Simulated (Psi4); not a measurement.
# GeH3O2F (SMILES [OH][GeH]([OH])[F]): PBE/aug-cc-pVTZ (density fitting with def2-universal-jkfit, sweep point 2)

What is the energy change on altering one bond length of GeH3O2F at PBE/aug-cc-pVTZ (density fitting with def2-universal-jkfit, sweep point 2)? 

The calculation is run with Psi4 1.11.

**1. The molecule**

GeH3O2F: 7 atoms, total charge 0, spin state singlet. SMILES: `[OH][GeH]([OH])[F]`. Geometry: relaxed at PBE0-D4/def2-TZVP. This is one conformer, not always the lowest.

Bond lengths: O1–Ge2 1.758 Å, Ge2–O3 1.748 Å, Ge2–F4 1.736 Å, O1–H5 0.961 Å, Ge2–H6 1.522 Å, O3–H7 0.961 Å. Angles: O1–Ge2–O3 108.4°, O1–Ge2–F4 104.7°, O3–Ge2–F4 110.1°, O1–Ge2–H6 116.0°, O3–Ge2–H6 108.9°, F4–Ge2–H6 108.5°, Ge2–O1–H5 112.4°, Ge2–O3–H7 112.8°.

**2. The energy at PBE/aug-cc-pVTZ (density fitting with def2-universal-jkfit, sweep point 2)**

job.dat reads:

```
memory 1600 mb

molecule {
  0 1
  O     -0.352900     1.140300    -0.859300
  Ge    -0.107500    -0.026800     0.432400
  O      1.518200    -0.656000     0.307600
  F     -1.260300    -1.284500     0.113200
  H     -1.209200     1.041800    -1.283900
  H     -0.331400     0.485800     1.847500
  H      1.804400    -0.768700    -0.603100
  symmetry c1
}

set {
  basis                aug-cc-pVTZ
  puream               true
  scf_type             df
  dft_radial_points    99
  dft_spherical_points 590
  df_basis_scf         def2-universal-jkfit
}

e_tot, wfn = energy("pbe", return_wfn=True)
```

On the command line:

```console
psi4 job.dat job.out -n 1
```

job.out (excerpt; [...] marks lines left out):

```text
[...]
  Running in c1 symmetry.
[...]
  Nuclear repulsion =  327.327915065786726
[...]
  Multiplicity = 1
[...]
  Nalpha       = 30
  Nbeta        = 30
[...]
    Number of basis functions: 266
[...]
   @DF-RKS iter   1: -2327.39386393750556   -1.93106e+00   9.31059e-03 ADIIS/DIIS
[...]
   @DF-RKS iter  10: -2328.77336711831549   -1.82627e-07   4.96309e-07 DIIS
[...]
    Orbital Energies [Eh]
    ---------------------
    Doubly Occupied:
       1A   -397.117418     2A    -49.219313     3A    -43.832998
       4A    -43.832224     5A    -43.831840     6A    -24.241317
       7A    -18.775730     8A    -18.775345     9A     -6.025110
      10A     -4.241770    11A     -4.239550    12A     -4.237660
      13A     -1.163767    14A     -1.154451    15A     -1.148172
      16A     -1.145711    17A     -1.145373    18A     -1.049115
      19A     -0.930974    20A     -0.911940    21A     -0.543513
      22A     -0.465996    23A     -0.436013    24A     -0.389384
      25A     -0.366067    26A     -0.348637    27A     -0.330818
      28A     -0.315888    29A     -0.294741    30A     -0.286136
[...]
  @DF-RKS Final Energy: -2328.77336711831549
   => Energetics <=
    Nuclear Repulsion Energy =            327.3279150657867262
    One-Electron Energy =               -3895.2023513126155194
    Two-Electron Energy =                1346.4001371316619498
    DFT Exchange-Correlation Energy =    -107.2990680031483492
    Empirical Dispersion Energy =           0.0000000000000000
    VV10 Nonlocal Energy =                  0.0000000000000000
    Total Energy =                      -2328.7733671183154911
[...]
 Multipole Moments:
 ------------------------------------------------------------------------------------
     Multipole            Electronic (a.u.)      Nuclear  (a.u.)        Total (a.u.)
 ------------------------------------------------------------------------------------
 L = 1.  Multiply by 2.5417464519 to convert [e a0] to [Debye]
 Dipole X            :         -1.8233088            1.6887256           -0.1345833
 Dipole Y            :         -0.7886096            1.1295519            0.3409424
 Dipole Z            :          2.5309883           -2.7204787           -0.1894903
 Magnitude           :                                                    0.4126269
[...]
```

It took 92 s on 1 thread of Intel Xeon Platinum 8259CL at 2.50GHz (Skylake/Cascade Lake), shared host; peak memory 1.6 GiB.

**3. The distorted shape at the same level**

fgeh3o2.in reads:

```
memory 1600 mb

molecule system {
  0 1
  O     -0.496011     1.196654    -0.403915
  Ge    -0.250611     0.029554     0.887785
  O      1.375089    -0.599646     0.762985
  F     -1.403411    -1.228146     0.568585
  H     -1.352311     1.098154    -0.828515
  H     -0.474511     0.542154     2.302885
  H      1.804400    -0.768700    -0.603100
  symmetry c1
}

set {
  basis aug-cc-pVTZ
  reference rks
  puream true
  scf_type df
  dft_radial_points 99
  dft_spherical_points 590
  df_basis_scf def2-universal-jkfit
}

energy_value = energy('pbe')
```

On the command line:

```console
psi4 -i fgeh3o2.in -o fgeh3o2.out -n 1
```

fgeh3o2.out (excerpt; [...] marks lines left out):

```text
[...]
  Running in c1 symmetry.
[...]
  Nuclear repulsion =  324.652259790886660
[...]
  Multiplicity = 1
[...]
  Nalpha       = 30
  Nbeta        = 30
[...]
    Number of basis functions: 266
[...]
   @DF-RKS iter   1: -2327.25117843503676   -1.93674e+00   9.34612e-03 ADIIS/DIIS
[...]
   @DF-RKS iter  11: -2328.69430939794029   -7.97036e-08   1.79001e-07 DIIS
[...]
    Orbital Energies [Eh]
    ---------------------
    Doubly Occupied:
       1A   -397.113018     2A    -49.215090     3A    -43.828708
       4A    -43.827981     5A    -43.827663     6A    -24.237722
       7A    -18.793067     8A    -18.772493     9A     -6.020767
      10A     -4.237308    11A     -4.235218    12A     -4.233426
      13A     -1.159435    14A     -1.149782    15A     -1.143983
      16A     -1.141412    17A     -1.141002    18A     -1.045287
      19A     -0.920120    20A     -0.863958    21A     -0.523493
      22A     -0.448015    23A     -0.408234    24A     -0.380798
      25A     -0.361924    26A     -0.341394    27A     -0.323503
      28A     -0.312499    29A     -0.283939    30A     -0.278615
[...]
  @DF-RKS Final Energy: -2328.69430939794029
   => Energetics <=
    Nuclear Repulsion Energy =            324.6522597908866601
    One-Electron Energy =               -3890.2465457794191934
    Two-Electron Energy =                1344.0519361155843399
    DFT Exchange-Correlation Energy =    -107.1519595249920656
    Empirical Dispersion Energy =           0.0000000000000000
    VV10 Nonlocal Energy =                  0.0000000000000000
    Total Energy =                      -2328.6943093979402875
[...]
 Multipole Moments:
 ------------------------------------------------------------------------------------
     Multipole            Electronic (a.u.)      Nuclear  (a.u.)        Total (a.u.)
 ------------------------------------------------------------------------------------
 L = 1.  Multiply by 2.5417464519 to convert [e a0] to [Debye]
 Dipole X            :         -1.8854280            1.8313381           -0.0540899
 Dipole Y            :         -0.7561776            1.0733942            0.3172166
 Dipole Z            :          2.8556038           -3.1742777           -0.3186738
 Magnitude           :                                                    0.4528853
[...]
```

Wall time 86 s (1 thread of Intel Xeon Platinum 8259CL at 2.50GHz (Skylake/Cascade Lake), shared host); peak memory 1.7 GiB.

**4. What came out**

Level: PBE/aug-cc-pVTZ (density fitting with def2-universal-jkfit, sweep point 2).

```
                                                         quantity           value
                                        first shape: total energy  -2328.77337 Eh
                                       first shape: dipole moment          1.05 D
                                         first shape: HOMO energy        -7.79 eV
                                         first shape: LUMO energy        -1.33 eV
                                       first shape: HOMO–LUMO gap         6.45 eV
                                    distorted shape: total energy  -2328.69431 Eh
                                   distorted shape: dipole moment          1.15 D
                                     distorted shape: HOMO energy        -7.58 eV
                                     distorted shape: LUMO energy        -3.57 eV
                                   distorted shape: HOMO–LUMO gap         4.01 eV
energy change with the O3–H7 bond stretched from 0.961 to 1.442 Å        2.151 eV
```

**Reading.** With the O3–H7 bond stretched from 0.961 to 1.442 Å the energy rises by 2.15 eV (208 kJ/mol). The first shape isn't relaxed at this level, so the change isn't measured from a minimum.
